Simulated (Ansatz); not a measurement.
# Cs2Sc: the cost of one run

Program: Ansatz 0.2.0. Level of theory: DFT PBE, scalar-relativistic, plane waves, PAW. These are calculated values, not measurements.

1 further run of the same task is left out (it didn't finish).

## (1) The structure to begin with

It takes space group I4_1/amd (No. 141, tetragonal). Conventional cell: a = 5.680 Å, b = 5.680 Å, c = 14.277 Å, α = 90.00°, β = 90.00°, γ = 90.00°. Around Cs (site symmetry 2mm) lie 3 Sc at 2.91 to 2.95 Å. Sc (site symmetry -4m2) has 6 Cs at 2.91 to 2.95 Å as nearest neighbours.

Coordinates:

```
CELL_PARAMETERS angstrom
-2.84004 2.84004 7.13874
2.84004 -2.84004 7.13874
2.84004 2.84004 -7.13874
ATOMIC_POSITIONS crystal
Cs 0.20660 0.20660 0.00000
Cs 0.95660 0.45660 0.50000
Cs 0.54340 0.04340 0.50000
Cs 0.79340 0.79340 0.00000
Sc 0.00000 0.00000 0.00000
Sc 0.75000 0.25000 0.50000
```

(A quick probe on a coarse mesh, which set the mesh and smearing, is not shown.)

## (3) A loose first relaxation

The input, input.yaml:

```yaml
crystal:
  lattice:
    - [-2.8400385037, 2.8400385037, 7.1387387911]
    - [2.8400385037, -2.8400385037, 7.1387387911]
    - [2.8400385037, 2.8400385037, -7.1387387911]
  atoms:
    - { symbol: Cs, position: [0.2066, 0.2066, 0.0] }
    - { symbol: Cs, position: [0.9566, 0.4566, 0.5] }
    - { symbol: Cs, position: [0.5434, 0.0434, 0.5] }
    - { symbol: Cs, position: [0.7934, 0.7934, 0.0] }
    - { symbol: Sc, position: [0.0, 0.0, 0.0] }
    - { symbol: Sc, position: [0.75, 0.25, 0.5] }
basis:
  ecutwfc: 420
kpoints:
  mp_grid: { grid: [4, 4, 4] }
hamiltonian:
  xc: pbe
scf:
  occupations: { method: gaussian, width: 0.1 }
  lower_state_search: "off"
output:
  forces: true
  stress: true
  eigenvalues: true
relax:
  adjacent_minimum: "off"
  f_tol: 0.04
  max_steps: 70
  cell: { stress_tol: 0.4 }
```

The run is started by

```
$ ansatz run input.yaml --threads 1 --pin off --max-ram 2560MiB --backend cpu --events-out ev --progress --plain --runs-dir out
```

Q: Estimate wall time and peak memory on 1 thread of Arm Neoverse V1, shared host.

About 2.8 min, with a peak of 0.63 GiB.
